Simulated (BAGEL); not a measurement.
# HF/6-31G(d) (density fitting with qzvpp-jkfit, spherical functions) run of CH4O2Si (SMILES CO[Si]O)

What is the vertical ionisation energy of CH4O2Si at HF/6-31G* (density fitting with qzvpp-jkfit, spherical functions)? 

The calculation is run with BAGEL 1.2.2.

22 further runs of the same task are left out: 22 set aside as unsound or not needed.

### Step 1. The structure to begin with

The species is CH4O2Si (8 atoms), meant as a singlet with charge 0. As SMILES, `CO[Si]O`. The coordinates come from a PBE0-D4/def2-TZVP relaxation. This is one conformer, not always the lowest.

Bond lengths: C1–O2 1.411 Å, O2–Si3 1.657 Å, Si3–O4 1.644 Å, C1–H5 1.092 Å, C1–H6 1.097 Å, C1–H7 1.092 Å, O4–H8 0.963 Å. Angles: C1–O2–Si3 123.9°, O2–Si3–O4 99.6°, O2–C1–H5 109.5°, O2–C1–H6 112.0°, O2–C1–H7 109.5°, Si3–O4–H8 117.2°, H5–C1–H6 108.6°, H5–C1–H7 108.7°, H6–C1–H7 108.6°.

### Step 2. The energy at HF/6-31G(d) (density fitting with qzvpp-jkfit, spherical functions)

Contents of hf.json:

```json
{ "bagel" : [

{
  "title" : "molecule",
  "basis" : "6-31gs.json",
  "df_basis" : "qzvpp-jkfit",
  "angstrom" : true,
  "geometry" : [
    { "atom" : "C", "xyz" : [      -0.595700,       1.128900,      -0.241700 ] },
    { "atom" : "O", "xyz" : [       0.002900,      -0.148600,      -0.216100 ] },
    { "atom" : "Si", "xyz" : [       0.765000,      -0.787100,       1.109800 ] },
    { "atom" : "O", "xyz" : [       1.218200,      -2.241000,       0.490500 ] },
    { "atom" : "H", "xyz" : [      -0.124000,       1.736300,      -1.017400 ] },
    { "atom" : "H", "xyz" : [      -0.496000,       1.649400,       0.718400 ] },
    { "atom" : "H", "xyz" : [      -1.658300,       1.028200,      -0.474300 ] },
    { "atom" : "H", "xyz" : [       0.980000,      -2.423400,      -0.425000 ] }
  ]
},

{
  "title" : "hf"
},

{
  "title" : "print",
  "file" : "orbitals.molden",
  "orbitals" : true
}

]}
```

The basis set 6-31G* is read from a file made from the Basis Set Exchange's data (not shown).

Command:

```console
$ BAGEL_NUM_THREADS=1 BAGEL hf.json > hf.out
```

Standard output:

```text
* using 1 threads per process

  ===============================================================
  ===============================================================

  *** Geometry ***

  { "atom" : "C", "xyz" : [     -1.125710,      2.133312,     -0.456747 ] },
  { "atom" : "O", "xyz" : [      0.005480,     -0.280813,     -0.408370 ] },
  { "atom" : "Si", "xyz" : [      1.445640,     -1.487403,      2.097218 ] },
  { "atom" : "O", "xyz" : [      2.302064,     -4.234876,      0.926911 ] },
  { "atom" : "H", "xyz" : [     -0.234326,      3.281131,     -1.922607 ] },
  { "atom" : "H", "xyz" : [     -0.937304,      3.116914,      1.357579 ] },
  { "atom" : "H", "xyz" : [     -3.133733,      1.943016,     -0.896297 ] },
  { "atom" : "H", "xyz" : [      1.851932,     -4.579562,     -0.803134 ] },

  Number of auxiliary basis functions:      429

  Since a DF basis is specified, we compute 2- and 3-index integrals:
    o Being stored without compression. Storage requirement is 0.016 GB

  Number of basis functions:       68
  Number of electrons      :       40

    * METHOD: MOLECULE                             0.31

  *** RHF ***

  === Nuclear Repulsion ===
   162.3873305719

      * DIIS with orbital gradients will be used.

  === RHF iteration (6-31gs.json) ===
      0       -478.60063056          0.02714716           0.06
      1       -478.76132519          0.01907273           0.06
      2       -478.87570896          0.00157945           0.06
      3       -478.87730782          0.00038801           0.05
      4       -478.87738320          0.00013245           0.05
      5       -478.87739495          0.00004258           0.04
      6       -478.87739623          0.00001766           0.04
      7       -478.87739646          0.00000331           0.04
      8       -478.87739647          0.00000126           0.04
      9       -478.87739647          0.00000059           0.04
     10       -478.87739647          0.00000016           0.04
     11       -478.87739647          0.00000008           0.05
     12       -478.87739647          0.00000003           0.04
     13       -478.87739647          0.00000001           0.04
     14       -478.87739647          0.00000000           0.04
    * SCF iteration converged.

    * Permanent dipole moment:
           (    0.449155,    -0.552254,     0.551788) a.u.

    * METHOD: HF                                   0.90

    * METHOD: PRINT                                0.01

  ===============================================================
```

Wall time 1.5 s (1 thread of Intel Xeon Platinum 8488C (Sapphire Rapids), shared host).

### Step 3. The doublet cation, same level

Contents of input.json:

```json
{ "bagel": [

{
  "title": "molecule",
  "basis": "6-31gs.json",
  "df_basis": "qzvpp-jkfit",
  "angstrom": "true",
  "geometry": [
    { "atom": "C", "xyz": [   -0.595700,    1.128900,   -0.241700 ] },
    { "atom": "O", "xyz": [    0.002900,   -0.148600,   -0.216100 ] },
    { "atom": "Si", "xyz": [    0.765000,   -0.787100,    1.109800 ] },
    { "atom": "O", "xyz": [    1.218200,   -2.241000,    0.490500 ] },
    { "atom": "H", "xyz": [   -0.124000,    1.736300,   -1.017400 ] },
    { "atom": "H", "xyz": [   -0.496000,    1.649400,    0.718400 ] },
    { "atom": "H", "xyz": [   -1.658300,    1.028200,   -0.474300 ] },
    { "atom": "H", "xyz": [    0.980000,   -2.423400,   -0.425000 ] }
  ]
},
{ "title": "uhf", "charge": 1, "nopen": 1 },
{ "title": "print", "file": "orbitals.molden", "orbitals": "true" }

]}
```

The basis set 6-31G* is read from a file made from the Basis Set Exchange's data (not shown).

Command:

```console
$ BAGEL_NUM_THREADS=1 BAGEL input.json > input.out
```

Standard output:

```text
* using 1 threads per process

  ===============================================================
  ===============================================================

  *** Geometry ***

  { "atom" : "C", "xyz" : [     -1.125710,      2.133312,     -0.456747 ] },
  { "atom" : "O", "xyz" : [      0.005480,     -0.280813,     -0.408370 ] },
  { "atom" : "Si", "xyz" : [      1.445640,     -1.487403,      2.097218 ] },
  { "atom" : "O", "xyz" : [      2.302064,     -4.234876,      0.926911 ] },
  { "atom" : "H", "xyz" : [     -0.234326,      3.281131,     -1.922607 ] },
  { "atom" : "H", "xyz" : [     -0.937304,      3.116914,      1.357579 ] },
  { "atom" : "H", "xyz" : [     -3.133733,      1.943016,     -0.896297 ] },
  { "atom" : "H", "xyz" : [      1.851932,     -4.579562,     -0.803134 ] },

  Number of auxiliary basis functions:      429

  Since a DF basis is specified, we compute 2- and 3-index integrals:
    o Being stored without compression. Storage requirement is 0.016 GB

  Number of basis functions:       68
  Number of electrons      :       40

    * METHOD: MOLECULE                             0.29

  *** Open-shell HF ***

  === Nuclear Repulsion ===
   162.3873305719

      * DIIS with orbital gradients will be used.

  === UHF iteration (6-31gs.json) ===
      0       -478.28599301          0.05171137           0.11
      1       -478.44126498          0.03893377           0.10
      2       -478.50434584          0.02715206           0.09
      3       -478.56348924          0.00143567           0.13
      4       -478.56413725          0.00074072           0.13
      5       -478.56426727          0.00020730           0.13
      6       -478.56429539          0.00008276           0.13
      7       -478.56430329          0.00003709           0.14
      8       -478.56430648          0.00001600           0.13
      9       -478.56430732          0.00000994           0.13
     10       -478.56430775          0.00000597           0.14
     11       -478.56430787          0.00000368           0.13
     12       -478.56430791          0.00000256           0.13
     13       -478.56430793          0.00000097           0.13
     14       -478.56430793          0.00000041           0.13
     15       -478.56430793          0.00000016           0.13
     16       -478.56430793          0.00000009           0.13
     17       -478.56430793          0.00000003           0.13
     18       -478.56430793          0.00000002           0.13
     19       -478.56430793          0.00000001           0.12
     20       -478.56430793          0.00000001           0.12
    * SCF iteration converged.

    * S^2 (UHF) is 0.7605

    * Permanent dipole moment:
           (   -0.055169,    -0.607056,    -0.951409) a.u.

    * METHOD: UHF                                  2.82

    * METHOD: PRINT                                0.02

  ===============================================================
```

It took 3.6 s on 1 thread of Intel Xeon Platinum 8488C (Sapphire Rapids), shared host.

### Step 4. Summary of results

At HF/6-31G* (density fitting with qzvpp-jkfit, spherical functions):

```
                                          quantity          value
                     singlet CH4O2Si: total energy  -478.87740 Eh
                    singlet CH4O2Si: dipole moment         2.29 D
                      singlet CH4O2Si: HOMO energy       -9.53 eV
                      singlet CH4O2Si: LUMO energy        2.28 eV
                    singlet CH4O2Si: HOMO–LUMO gap       11.81 eV
                      doublet cation: total energy  -478.56431 Eh
                              doublet cation: ⟨S²⟩          0.760
vertical ionisation energy (to the doublet cation)       8.520 eV
```

What this shows: The vertical ionisation energy comes to 8.52 eV (822 kJ/mol). The negative HOMO energy of the first species, 9.53 eV, lies 1.01 eV above that difference.
